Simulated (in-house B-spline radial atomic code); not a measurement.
# Ta⁵⁵⁺: excited configurations

Wanted: excitation energies of Ta⁵⁵⁺ as differences of total energies (ΔSCF).

Method: Dirac-Hartree-Fock, average of configuration, Fermi nucleus, basis-set limit. Code: in-house B-spline radial atomic code version 1.

### 1 The system

```
element       : tantalum (Z = 73)
charge        : +55
electrons     : 18
configuration : [Ne] 3s2 3p6
Hamiltonian   : Dirac-Coulomb
nucleus       : Fermi, rms radius 5.351 fm
```

Outer shells as boxes (Hund's rule):

[Ne] 3s2 3p6
```
[Ne] core
3s [↑↓]
3p [↑↓][↑↓][↑↓]
```

Settings, as recorded:

```ini
Z = 73
electrons = 18.0
configuration = [Ne] 3s2 3p6
hamiltonian = dirac
method = hf
spin_polarised = False
nucleus = fermi
rms_radius = 5.3507
mass_number = 181
atomic_mass = 180.947998528
speed_of_light = 137.035999084
```

This reference run was done before. Its total energy is -12562.642756 hartree, and its levels are (the highest eight at most):

```
orbital  occupation  energy (eV)  <r> (bohr)
  1s1/2           2     -71819.5     0.01866
  2s1/2           2     -15646.4     0.07751
  2p1/2           2     -15131.1     0.06424
  2p3/2           4     -13835.9     0.07178
  3s1/2           2     -6085.91      0.1906
  3p1/2           2     -5874.73      0.1798
  3p3/2           4     -5543.98      0.1914
```

### 2 Run with [Ne] 3s2 3p5 7s1

The settings differ from step 1 so:

```diff
@@ -2,3 +2,3 @@
 electrons = 18.0
-configuration = [Ne] 3s2 3p6
+configuration = [Ne] 3s2 3p5 7s1
 hamiltonian = dirac
```

Main fields of the result record, rounded:

```text
{
  "status": "converged",
  "iterations": 7,
  "energy [hartree]": {"total": -12390.2015134, "kinetic": 14227.5976583, "nuclear": -27838.0364597, "coulomb": 1385.05503177, "exact_exchange": -164.817743797},
  "breit [hartree]": {"gaunt": 15.67589, "retardation": -1.502734, "frequency_dependence": -0.2968004},
  "qed [hartree]": {"self_energy": 13.25203, "uehling": -2.457719, "wichmann_kroll": 0.09559403},
  "recoil [hartree]": 0.02709893,
  "total_with_corrections [hartree]": -12365.4081552,
  "orbitals [hartree, bohr; first row names the columns]": [
    ["name", "occ", "eps", "<r>"],
    ["1s1/2", 2.0, -2645.0804, 0.018658],
    ["2s1/2", 2.0, -579.79047, 0.077437],
    ["2p1/2", 2.0, -560.98367, 0.06423],
    ["2p3/2", 4.0, -513.28311, 0.071768],
    ["3s1/2", 2.0, -226.76351, 0.18988],
    ["3p1/2", 1.6667, -219.43136, 0.17894],
    ["3p3/2", 3.3333, -207.17111, 0.19036],
    ["7s1/2", 1.0, -35.306336, 1.1895]
  ],
  "sum_r [bohr^k]": {"-1": 381.3701, "1": 3.109742, "2": 1.913597},
  "energy_minus_base [hartree]": 172.441243,
  "energy_minus_base_with_corrections [hartree]": 172.196118
}
```

It took 0.52 s on 1 thread, shared host.

energy_minus_base is the energy less that of the reference run.

Radial density 4πr²n(r) and radial functions P(r) = rR(r):

```
r (bohr)      4πr²n    3p3/2    7s1/2
 0.00173      16.79   0.0167   0.1206
 0.00261      29.63   0.0357   0.1582
 0.00393      48.86   0.0749   0.1984
 0.00592      73.18   0.1533   0.2319
 0.00892      95.27   0.3020   0.2381
  0.0134      102.7   0.5587   0.1854
  0.0202      93.17   0.9482   0.0400
  0.0305      92.82   1.3862  -0.1884
  0.0459      117.6   1.5413  -0.3618
  0.0692      106.3   0.8513  -0.2134
   0.104      51.77  -0.8635   0.2989
   0.157      49.20  -2.4243   0.4003
   0.236      30.04  -2.0857  -0.4508
   0.356      2.750  -0.6683  -0.0858
   0.537     0.3301  -0.0576   0.5583
   0.808     0.7538  -0.0008  -0.8682
    1.22      1.349   0.0000   1.1614
    1.83     0.1650   0.0000   0.4062
    2.76  2.462e-05   0.0000   0.0050
    4.16  1.516e-09   0.0000   0.0000
```

On the record's full grid the radial density has clear maxima near r = 0.013, 0.056, 0.16, 0.81, 1.2 bohr.

### 3 Run with [Ne] 3s1 3p6 5f1

The settings differ from step 2 so:

```diff
@@ -2,3 +2,3 @@
 electrons = 18.0
-configuration = [Ne] 3s2 3p5 7s1
+configuration = [Ne] 3s1 3p6 5f1
 hamiltonian = dirac
```

From the record:

```text
{
  "status": "converged",
  "iterations": 7,
  "energy [hartree]": {"total": -12403.121834, "kinetic": 14215.7153382, "nuclear": -27861.3606633, "coulomb": 1406.13945669, "exact_exchange": -163.615965505},
  "breit [hartree]": {"gaunt": 15.7391, "retardation": -1.524798, "frequency_dependence": -0.3089001},
  "qed [hartree]": {"self_energy": 13.0531, "uehling": -2.419894, "wichmann_kroll": 0.09417822},
  "recoil [hartree]": 0.02679618,
  "total_with_corrections [hartree]": -12378.4622574,
  "orbitals [hartree, bohr; first row names the columns]": [
    ["name", "occ", "eps", "<r>"],
    ["1s1/2", 2.0, -2643.7112, 0.01866],
    ["2s1/2", 2.0, -578.30894, 0.077518],
    ["2p1/2", 2.0, -559.71349, 0.064178],
    ["2p3/2", 4.0, -512.01506, 0.071704],
    ["3s1/2", 1.0, -226.1436, 0.18985],
    ["3p1/2", 2.0, -217.98931, 0.17911],
    ["3p3/2", 4.0, -205.71344, 0.19062],
    ["5f5/2", 0.42857, -64.21797, 0.54514],
    ["5f7/2", 0.57143, -64.002344, 0.54763]
  ],
  "sum_r [bohr^k]": {"-1": 381.6891, "1": 2.464639, "2": 0.6736595},
  "energy_minus_base [hartree]": 159.520922,
  "energy_minus_base_with_corrections [hartree]": 159.142016
}
```

Wall time 0.51 s (1 thread, shared host).

### 4 [Ne] 3s2 3p5 6s1

The settings differ from step 3 so:

```diff
@@ -2,3 +2,3 @@
 electrons = 18.0
-configuration = [Ne] 3s1 3p6 5f1
+configuration = [Ne] 3s2 3p5 6s1
 hamiltonian = dirac
```

From the record:

```text
{
  "status": "converged",
  "iterations": 7,
  "energy [hartree]": {"total": -12403.7611874, "kinetic": 14242.8162376, "nuclear": -27873.4739937, "coulomb": 1391.79778965, "exact_exchange": -164.901221008},
  "breit [hartree]": {"gaunt": 15.68531, "retardation": -1.504105, "frequency_dependence": -0.2966769},
  "qed [hartree]": {"self_energy": 13.25991, "uehling": -2.459103, "wichmann_kroll": 0.09564626},
  "recoil [hartree]": 0.02713561,
  "total_with_corrections [hartree]": -12378.9530747,
  "orbitals [hartree, bohr; first row names the columns]": [
    ["name", "occ", "eps", "<r>"],
    ["1s1/2", 2.0, -2644.6414, 0.018659],
    ["2s1/2", 2.0, -579.39076, 0.077438],
    ["2p1/2", 2.0, -560.57297, 0.064232],
    ["2p3/2", 4.0, -512.87626, 0.07177],
    ["3s1/2", 2.0, -226.40624, 0.18989],
    ["3p1/2", 1.6667, -219.06525, 0.17896],
    ["3p3/2", 3.3333, -206.8086, 0.19039],
    ["6s1/2", 1.0, -48.866118, 0.85961]
  ],
  "sum_r [bohr^k]": {"-1": 381.8555, "1": 2.780018, "2": 1.160487},
  "energy_minus_base [hartree]": 158.881569,
  "energy_minus_base_with_corrections [hartree]": 158.651198
}
```

Run time: 0.39 s. Hardware: 1 thread, shared host.

### 5 Run with [Ne] 3s1 3p6 4p1

The settings differ from step 4 so:

```diff
@@ -2,3 +2,3 @@
 electrons = 18.0
-configuration = [Ne] 3s2 3p5 6s1
+configuration = [Ne] 3s1 3p6 4p1
 hamiltonian = dirac
```

From the record:

```text
{
  "status": "converged",
  "iterations": 7,
  "energy [hartree]": {"total": -12449.8411115, "kinetic": 14269.1031799, "nuclear": -27979.3320588, "coulomb": 1424.63638805, "exact_exchange": -164.248620696},
  "breit [hartree]": {"gaunt": 15.85409, "retardation": -1.545394, "frequency_dependence": -0.3123861},
  "qed [hartree]": {"self_energy": 13.06049, "uehling": -2.420053, "wichmann_kroll": 0.09418968},
  "recoil [hartree]": 0.02676524,
  "total_with_corrections [hartree]": -12425.083406,
  "orbitals [hartree, bohr; first row names the columns]": [
    ["name", "occ", "eps", "<r>"],
    ["1s1/2", 2.0, -2642.1931, 0.018661],
    ["2s1/2", 2.0, -577.17644, 0.077542],
    ["2p1/2", 2.0, -558.52298, 0.064199],
    ["2p3/2", 4.0, -510.86473, 0.071727],
    ["3s1/2", 1.0, -225.33909, 0.18998],
    ["3p1/2", 2.0, -217.1802, 0.17922],
    ["3p3/2", 4.0, -204.92317, 0.19077],
    ["4p1/2", 0.33333, -113.8889, 0.35218],
    ["4p3/2", 0.66667, -109.28128, 0.36793]
  ],
  "sum_r [bohr^k]": {"-1": 383.3052, "1": 2.281904, "2": 0.4838105},
  "energy_minus_base [hartree]": 112.801644,
  "energy_minus_base_with_corrections [hartree]": 112.520867
}
```

Wall time 0.37 s (1 thread, shared host).

### 6 Configuration [He] 2s2 2p5 3s2 3p6 3d1

The settings differ from step 5 so:

```diff
@@ -2,3 +2,3 @@
 electrons = 18.0
-configuration = [Ne] 3s1 3p6 4p1
+configuration = [He] 2s2 2p5 3s2 3p6 3d1
 hamiltonian = dirac
```

From the record:

```text
{
  "status": "converged",
  "iterations": 7,
  "energy [hartree]": {"total": -12233.1586995, "kinetic": 14040.4568236, "nuclear": -27502.6883291, "coulomb": 1385.26954941, "exact_exchange": -156.196743442},
  "breit [hartree]": {"gaunt": 14.83042, "retardation": -1.418393, "frequency_dependence": -0.2663442},
  "qed [hartree]": {"self_energy": 13.20827, "uehling": -2.455211, "wichmann_kroll": 0.09546592},
  "recoil [hartree]": 0.02701893,
  "total_with_corrections [hartree]": -12209.1374724,
  "orbitals [hartree, bohr; first row names the columns]": [
    ["name", "occ", "eps", "<r>"],
    ["1s1/2", 2.0, -2648.8991, 0.01865],
    ["2s1/2", 2.0, -579.09401, 0.077245],
    ["2p1/2", 1.6667, -561.89793, 0.064192],
    ["2p3/2", 3.3333, -513.84502, 0.071732],
    ["3s1/2", 2.0, -224.83062, 0.18974],
    ["3p1/2", 2.0, -217.30341, 0.17854],
    ["3p3/2", 4.0, -204.99104, 0.19003],
    ["3d3/2", 0.4, -196.28455, 0.16298],
    ["3d5/2", 0.6, -193.40066, 0.16659]
  ],
  "sum_r [bohr^k]": {"-1": 376.7763, "1": 2.199695, "2": 0.3996751},
  "energy_minus_base [hartree]": 329.484056,
  "energy_minus_base_with_corrections [hartree]": 328.466801
}
```

Run time: 0.42 s. Hardware: 1 thread, shared host.

### 7 All configurations in order

| net move | configuration | energy above the reference (eV) | with Breit, QED, recoil (eV) | largest <r> (bohr) |
| --- | --- | --- | --- | --- |
| 3s → 4p | [Ne] 3s1 3p6 4p1 | 3069.49 | 3061.85 | 0.368 |
| 3p → 6s | [Ne] 3s2 3p5 6s1 | 4323.39 | 4317.12 | 0.860 |
| 3s → 5f | [Ne] 3s1 3p6 5f1 | 4340.79 | 4330.47 | 0.548 |
| 3p → 7s | [Ne] 3s2 3p5 7s1 | 4692.37 | 4685.70 | 1.19 |
| 2p → 3d | [He] 2s2 2p5 3s2 3p6 3d1 | 8965.72 | 8938.04 | 0.190 |

Quantum defects of the promoted electron, δ = n − ζ/√(−2ε) with ζ = 56 and ε its orbital energy in hartree:

| promotion | δ |
| --- | --- |
| 3s → 4p | 0.238 |
| 3p → 6s | 0.335 |
| 3s → 5f | 0.054 |
| 3p → 7s | 0.336 |

The energies run from 3069.49 eV (3s → 4p) to 8965.72 eV (2p → 3d). Koopmans' estimate of the ionisation threshold is 5543.98 eV; 1 configuration exceeds it by over 2 % and could autoionise. Of those tabulated, the defect is largest for 7s (0.34) and least for 5f (0.05); at this charge much of the defect is relativistic. These are averages over configurations, without correlation, not spectroscopic levels.
